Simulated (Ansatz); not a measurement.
**SnSiH6O (SMILES [SiH3][O][SnH3]) at 6 levels**

Wanted: a comparison of 6 runs (BLYP/def2-SVP, SVWN5/def2-SVP, r2SCAN0/def2-SVP, revPBE/def2-SVP, wB97M-V/def2-SVP, MP2/def2-SVP) of SnSiH6O. 

The results are computed with Ansatz 0.2.0.

63 further runs of the same task are left out: 63 set aside as unsound or not needed. Runs told in other sessions of the task aren't counted.

## (1) The molecule

The species is SnSiH6O (9 atoms), meant as a singlet with charge 0. SMILES: `[SiH3][O][SnH3]`. The Si1–H5 distance was set to 2.674 Å, away from the relaxed value. At this shape a bond of the SMILES string is far longer than usual.

Bond lengths: Si1–O2 1.627 Å, O2–Sn3 1.963 Å, Si1–H4 1.492 Å, Si1–H6 1.492 Å, Sn3–H7 1.699 Å, Sn3–H8 1.705 Å, Sn3–H9 1.705 Å. Angles: Si1–O2–Sn3 136.6°, O2–Si1–H4 111.4°, O2–Si1–H6 111.4°, O2–Sn3–H7 103.7°, O2–Sn3–H8 106.7°, O2–Sn3–H9 106.7°, H4–Si1–H6 107.4°, H7–Sn3–H8 113.3°, H7–Sn3–H9 113.3°, H8–Sn3–H9 112.3°.

## (2) The energy at BLYP/def2-SVP (core potential) (run 1)

input.yaml reads:

```yaml
crystal:
  periodic: [false, false, false]
  atoms:
    - {symbol: Si, position_ang: [-1.087097, 0.388066, -0.094127]}
    - {symbol: O, position_ang: [0.170003, -0.485534, 0.456673]}
    - {symbol: Sn, position_ang: [0.457503, -1.863934, 1.824073]}
    - {symbol: H, position_ang: [-2.165597, -0.490134, -0.634327]}
    - {symbol: H, position_ang: [-0.233000, 2.004100, -2.046400]}
    - {symbol: H, position_ang: [-1.689197, 1.219166, 0.988873]}
    - {symbol: H, position_ang: [2.114103, -2.218034, 1.697573]}
    - {symbol: H, position_ang: [-0.545597, -3.179134, 1.412373]}
    - {symbol: H, position_ang: [0.030503, -1.166634, 3.319673]}
basis:
  gaussian:
    orbitals: def2-SVP
hamiltonian:
  xc: {name: BLYP}
accuracy: high
output: {orbitals: {seedname: orbitals}}
```

On the command line:

```
ansatz run input.yaml --threads 1 --pin off --max-ram 2610MiB --events-out events.jsonl --progress --plain --runs-dir runs
```

Log:

```text
Warning: RAYON_NUM_THREADS=1 ignored (pool sized by the plan → 1); use --threads N
Functional definition: BLYP
  name "BLYP"
  parameter beta = 0.0042
  parameter a = 0.04918
  parameter b = 0.132
  parameter c = 0.2533
  parameter d = 0.349
  exchange = b88_x(beta = beta)
  correlation = lyp_c(a = a, b = b, c = c, d = d)
2040 factors; integrals over basis functions are off by at most 3.8e-9 eV
mean field evaluation 1: about -15837.1520 eV, gradient 6.2e1 eV
mean field evaluation 2: about -15764.7252 eV, gradient 1.8e2 eV
mean field evaluation 4: about -15840.3242 eV, gradient 2.4e1 eV
mean field evaluation 8: about -15844.6240 eV, gradient 4.1e-1 eV
mean field evaluation 16: about -15844.6121 eV, gradient 1.9e-4 eV
mean field -15844.61206287 eV, -582.2787534467 hartree, gradient 2.7e-8 eV, S^2 0.000000; 0 other end points of the search recorded, 0 dependent functions left out
reference -15844.61212954 eV, -582.2787558968 hartree; 25, 25 occupied and 63, 63 virtual orbitals, 2040 factors
Total energy: -15844.61212954 eV, -582.2787558968 hartree
```

Wall time 7.2 s (1 thread of Arm Neoverse V1, shared host); peak memory 0.22 GiB.

## (3) A single-point energy at SVWN5/def2-SVP (core potential) (run 2)

in.yaml reads:

```yaml
crystal:
  periodic: [false, false, false]
  atoms:
    - {symbol: Si, position_ang: [-1.087097, 0.388066, -0.094127]}
    - {symbol: O, position_ang: [0.170003, -0.485534, 0.456673]}
    - {symbol: Sn, position_ang: [0.457503, -1.863934, 1.824073]}
    - {symbol: H, position_ang: [-2.165597, -0.490134, -0.634327]}
    - {symbol: H, position_ang: [-0.233000, 2.004100, -2.046400]}
    - {symbol: H, position_ang: [-1.689197, 1.219166, 0.988873]}
    - {symbol: H, position_ang: [2.114103, -2.218034, 1.697573]}
    - {symbol: H, position_ang: [-0.545597, -3.179134, 1.412373]}
    - {symbol: H, position_ang: [0.030503, -1.166634, 3.319673]}
basis:
  gaussian:
    orbitals: def2-SVP
total_charge: 0
hamiltonian:
  xc: {name: SVWN5}
accuracy: high
output: {orbitals: {seedname: orbitals}}
```

On the command line:

```
ansatz run in.yaml --threads 1 --pin off --max-ram 2610MiB --events-out events.jsonl --progress --plain --runs-dir runs
```

Log:

```text
Warning: RAYON_NUM_THREADS=1 ignored (pool sized by the plan → 1); use --threads N
Functional definition: SVWN5
  name "SVWN5"
  exchange = slater_x
  correlation = vwn5_c
2040 factors; integrals over basis functions are off by at most 3.8e-9 eV
mean field evaluation 1: about -15783.9081 eV, gradient 5.8e1 eV
mean field evaluation 2: about -15703.5870 eV, gradient 1.8e2 eV
mean field evaluation 4: about -15786.2239 eV, gradient 2.3e1 eV
mean field evaluation 8: about -15790.1938 eV, gradient 7.7e-1 eV
mean field evaluation 16: about -15790.1837 eV, gradient 4.0e-4 eV
mean field -15790.18371488 eV, -580.2785485508 hartree, gradient 4.7e-8 eV, S^2 0.000000; 0 other end points of the search recorded, 0 dependent functions left out
reference -15790.18371907 eV, -580.2785487048 hartree; 25, 25 occupied and 63, 63 virtual orbitals, 2040 factors
Total energy: -15790.18371907 eV, -580.2785487048 hartree
```

Run time: 5.1 s. Hardware: 1 thread of Arm Neoverse V1, shared host; peak memory 0.22 GiB.

Run 3 isn't shown in full; the table further down has it.

## (4) A single-point energy at revPBE/def2-SVP (core potential) (run 4)

run.yaml reads:

```yaml
crystal:
  periodic: [false, false, false]
  atoms:
    - {symbol: Si, position_ang: [-1.087097, 0.388066, -0.094127]}
    - {symbol: O, position_ang: [0.170003, -0.485534, 0.456673]}
    - {symbol: Sn, position_ang: [0.457503, -1.863934, 1.824073]}
    - {symbol: H, position_ang: [-2.165597, -0.490134, -0.634327]}
    - {symbol: H, position_ang: [-0.233000, 2.004100, -2.046400]}
    - {symbol: H, position_ang: [-1.689197, 1.219166, 0.988873]}
    - {symbol: H, position_ang: [2.114103, -2.218034, 1.697573]}
    - {symbol: H, position_ang: [-0.545597, -3.179134, 1.412373]}
    - {symbol: H, position_ang: [0.030503, -1.166634, 3.319673]}
basis:
  gaussian:
    orbitals: def2-SVP
hamiltonian:
  xc: {name: revPBE}
accuracy: high
output: {orbitals: {seedname: orbitals}}
```

On the command line:

```
ansatz run run.yaml --threads 1 --pin off --max-ram 2610MiB --events-out events.jsonl --progress --plain --runs-dir runs
```

Log:

```text
Warning: RAYON_NUM_THREADS=1 ignored (pool sized by the plan → 1); use --threads N
Functional definition: revPBE
  name "revPBE"
  parameter kappa = 1.245
  parameter beta = 0.06672455060314922
  exchange = pbe_x(kappa = kappa, mu = beta*pi^2/3)
  correlation = pbe_c(beta = beta)
2040 factors; integrals over basis functions are off by at most 3.8e-9 eV
mean field evaluation 1: about -15839.3771 eV, gradient 5.8e1 eV
mean field evaluation 2: about -15778.4489 eV, gradient 1.7e2 eV
mean field evaluation 4: about -15842.0165 eV, gradient 2.2e1 eV
mean field evaluation 8: about -15845.7698 eV, gradient 5.7e-1 eV
mean field evaluation 16: about -15845.7594 eV, gradient 3.9e-4 eV
mean field -15845.75942092 eV, -582.3209180773 hartree, gradient 4.1e-8 eV, S^2 0.000000; 0 other end points of the search recorded, 0 dependent functions left out
reference -15845.75942633 eV, -582.3209182760 hartree; 25, 25 occupied and 63, 63 virtual orbitals, 2040 factors
Total energy: -15845.75942633 eV, -582.3209182760 hartree
```

Wall time 7.2 s (1 thread of Arm Neoverse V1, shared host); peak memory 0.22 GiB.

Run 5 isn't shown in full; the table further down has it.

## (5) The energy at MP2/def2-SVP (core potential) (run 6)

Edit run.yaml of step 4 so:

```diff
@@ -15,5 +15,5 @@
     orbitals: def2-SVP
-hamiltonian:
-  xc: {name: revPBE}
+correlation:
+  method: mp2
+  frozen_orbitals: {H: 0, O: 1, Si: 5, Sn: 4}
 accuracy: high
-output: {orbitals: {seedname: orbitals}}
```

On the command line:

```
ansatz run run.yaml --threads 1 --pin off --max-ram 2610MiB --events-out events.jsonl --progress --plain --runs-dir runs
```

Log:

```text
Warning: RAYON_NUM_THREADS=1 ignored (pool sized by the plan → 1); use --threads N
Functional definition: HF
  name "HF"
  exchange = exact_x
  correlation = 0
2040 factors; integrals over basis functions are off by at most 3.8e-9 eV
mean field evaluation 1: about -15789.5283 eV, gradient 3.6e1 eV
mean field evaluation 2: about -15789.6311 eV, gradient 3.6e1 eV
mean field evaluation 4: about -15792.5471 eV, gradient 2.8e0 eV
mean field evaluation 8: about -15792.5849 eV, gradient 1.0e-1 eV
mean field evaluation 16: about -15792.5850 eV, gradient 2.2e-8 eV
mean field -15792.58499252 eV, -580.3667938766 hartree, gradient 2.2e-8 eV, S^2 0.000000; 0 other end points of the search recorded, 0 dependent functions left out; unrestricted orbitals would lower it
10 core orbitals not correlated: weight in the atoms' cores, before any rotation towards them, 1.000 or more for the frozen orbitals, at most 0.000 for the correlated occupied ones
reference -15792.58499252 eV, -580.3667938766 hartree; 15, 15 occupied and 63, 63 virtual orbitals, 2040 factors
second order -11.32011428 eV of doubles, -0.00000000 eV of singles
Total energy: -15803.90510680 eV, -580.7828004033 hartree
```

Wall time 3.9 s (1 thread of Arm Neoverse V1, shared host); peak memory 0.26 GiB.

## (6) Overview of the runs

```tsv
run	level	frozen core orbitals	energy (Eh)	HOMO energy (eV)	LUMO energy (eV)	HOMO–LUMO gap (eV)	wall time
1	BLYP/def2-SVP (core potential)	–	-582.278756	-5.41	-2.72	2.70	7.2 s
2	SVWN5/def2-SVP (core potential)	–	-580.278549	-5.61	-2.89	2.72	5.1 s
3	r2SCAN0/def2-SVP (core potential)	–	-582.323710	-6.65	-2.00	4.65	17 s
4	revPBE/def2-SVP (core potential)	–	-582.320918	-5.55	-2.78	2.77	7.2 s
5	wB97M-V/def2-SVP (core potential)	–	-582.238500	-8.32	-0.16	8.16	92 s
6	MP2/def2-SVP (core potential)	10	-580.782800	–	–	–	3.9 s
```

## (7) Outcome

```
                                           quantity          value
                                run 6: total energy  -580.78280 Eh
run 6: correlation energy (10 core orbitals frozen)     -416.0 mEh
```

What this shows: Over runs 1, 2, 3, 4, 5 the HOMO–LUMO gap runs from 2.70 eV (BLYP/def2-SVP) to 8.16 eV (wB97M-V/def2-SVP). Totals of different functionals can't be ranked against each other. In run 6 the log says that unrestricted orbitals would lower the reference, so the values rest on an unstable closed-shell determinant (other closed-shell runs at this shape may share the fault). In all runs a closed-shell determinant meets a far-stretched bond; if it breaks into open shells, such a determinant describes it badly, and no broken-symmetry solution was shown. All runs together took 2.2 min, the longest 92 s.
